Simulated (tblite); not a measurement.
# C6H11PSe: the cost of one run

The runs use tblite 0.8.0 and PySCF 2.14.0, with density-fitted response routines of our own; the level of theory stands in each step. All values are computed, except where a source is named. Atoms count from 0, in the outputs and in this text.

### 1 Starting geometry

19 atoms, charge 0, multiplicity 1; geometry from: force field or distance geometry start.

Bonds of the start (Å): C0–C1 1.52, C1–C2 1.27, C2–C3 1.54, C2–C4 1.48, C4–P5 1.82, P5–Se6 2.03, P5–C7 1.86, C7–C1 1.49, C0–H8 1.11, C0–H9 1.10, C0–H10 1.11, C3–H11 1.10, C3–H12 1.11, C3–H13 1.08, C4–H14 1.10, C4–H15 1.11, P5–H16 1.38, C7–H17 1.09, C7–H18 1.10.

### 2 Relaxing the molecule with GFN2-xTB

Job settings and geometry (Å):

```
{"job": {"kind": "relax", "xc": "GFN2-xTB", "basis": "xTB"}, "charge": 0, "multiplicity": 1}
C      1.804100     0.994200    -0.521300
C      0.690300     0.033000    -0.134300
C     -0.425000     0.396800     0.354500
C     -0.767900     1.889500     0.550800
C     -1.423600    -0.630900     0.721100
P     -0.877200    -1.996200    -0.345300
Se    -1.514000    -1.332100    -2.153500
C      0.889300    -1.431300    -0.284700
H      1.814000     1.136700    -1.623600
H      1.742300     1.938900     0.039800
H      2.741200     0.438000    -0.307900
H     -0.572600     2.141300     1.600000
H     -1.868400     1.959400     0.393700
H     -0.252600     2.518300    -0.162700
H     -1.317900    -0.968000     1.764900
H     -2.469100    -0.325200     0.494700
H     -1.015900    -3.249300     0.221200
H      1.404100    -1.809300     0.601400
H      1.409200    -1.694600    -1.216200
```

Command:

```sh
$ OMP_NUM_THREADS=1 python probes_run.py task.json out
```

One launch serves the whole session: the jobs run in the order shown.

Q: Estimate the wall time of this first job on 1 thread of Arm Neoverse V1, shared host.

About 1.4 s.
